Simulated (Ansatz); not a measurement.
## CH₅BFN, SMILES CB(N)F: a rigid scan of one bond length

Program: the Ansatz DFT code, driven from Python.

`scan_ch5bfn.py`:
```python
"""Potential curve of CH5BFN along one bond."""

import ansatz as az
import numpy as np


def main() -> None:
    geometry_ang = [
        ("C", [-0.3525, 0.9075, -0.5106]),
        ("B", [-0.0593, -0.5853, -0.2797]),
        ("N", [0.283, -1.0994, 1.0923]),
        ("F", [-0.0323, -1.4915, -1.3954]),
        ("H", [0.3108, 1.3673, -1.281]),
        ("H", [-0.3249, 1.5444, 0.4213]),
        ("H", [-1.4075, 1.0395, -0.9131]),
        ("H", [1.3307, -1.4491, 1.0348]),
        ("H", [0.3405, -0.2797, 1.8143]),
    ]
    geometry = az.Crystal.molecule()
    for symbol, xyz in geometry_ang:
        geometry = geometry.atom(symbol, xyz)

    symbols = [site.symbol for site in geometry.cartesian_sites]
    start = np.array([site.position_ang for site in geometry.cartesian_sites])
    axis = (start[6] - start[0]) / np.linalg.norm(start[6] - start[0])
    moving = [6]
    lengths, energies = [1.0, 1.046, 1.091, 1.137, 1.182, 1.228, 1.273, 1.341], []
    for length in lengths:
        xyz = start.copy()
        xyz[moving] += (length - np.linalg.norm(start[6] - start[0])) * axis
        point = az.Crystal.molecule()
        for symbol, place in zip(symbols, xyz):
            point = point.atom(symbol, place.tolist())
        job = (
            point.calculation()
            .basis(gaussian="cc-pVDZ")
            .functional("pbe")
        )
        summary = job.run().report
        energies.append(summary["free_energy_ev"])
        print(f"r = {length:6.3f} A  E = {energies[-1]:.5f} eV  <S^2> = {abs(summary['mean_field']['state']['spin_squared']):.3f}")

    # quartic fit about the minimum
    fit = np.polynomial.Polynomial.fit(lengths, np.array(energies) - min(energies), 4).convert()
    roots = [r.real for r in fit.deriv().roots() if abs(r.imag) < 1e-9 and fit.deriv(2)(r.real) > 0]
    r_e = min(roots, key=lambda r: abs(r - lengths[int(np.argmin(energies))]))
    print(f"minimum of the fit at {r_e:.4f} A, force constant {fit.deriv(2)(r_e):.2f} eV/A^2")


if __name__ == "__main__":
    main()
```

Running `python scan_ch5bfn.py` prints:
```text
r =  1.000 A  E = -5996.82602 eV  <S^2> = 0.000
r =  1.046 A  E = -5996.99972 eV  <S^2> = 0.000
r =  1.091 A  E = -5997.07592 eV  <S^2> = 0.000
r =  1.137 A  E = -5997.07986 eV  <S^2> = 0.000
r =  1.182 A  E = -5997.02820 eV  <S^2> = 0.000
r =  1.228 A  E = -5996.93234 eV  <S^2> = 0.000
r =  1.273 A  E = -5996.80694 eV  <S^2> = 0.000
r =  1.341 A  E = -5996.57582 eV  <S^2> = 0.000
minimum of the fit at 1.1163 A, force constant 30.68 eV/A^2
```

Reading the output:
- The settings weren't tested for convergence.
- The rest of the molecule is held rigid at a force-field or estimated start geometry, and the basis set is modest; single-reference methods fail as a bond breaks.
- The orbitals are restricted, so S² is zero by construction.
- Run time: 23 s on 1 thread of Arm Neoverse N1, with other jobs on the host, peak memory 0.19 GiB.
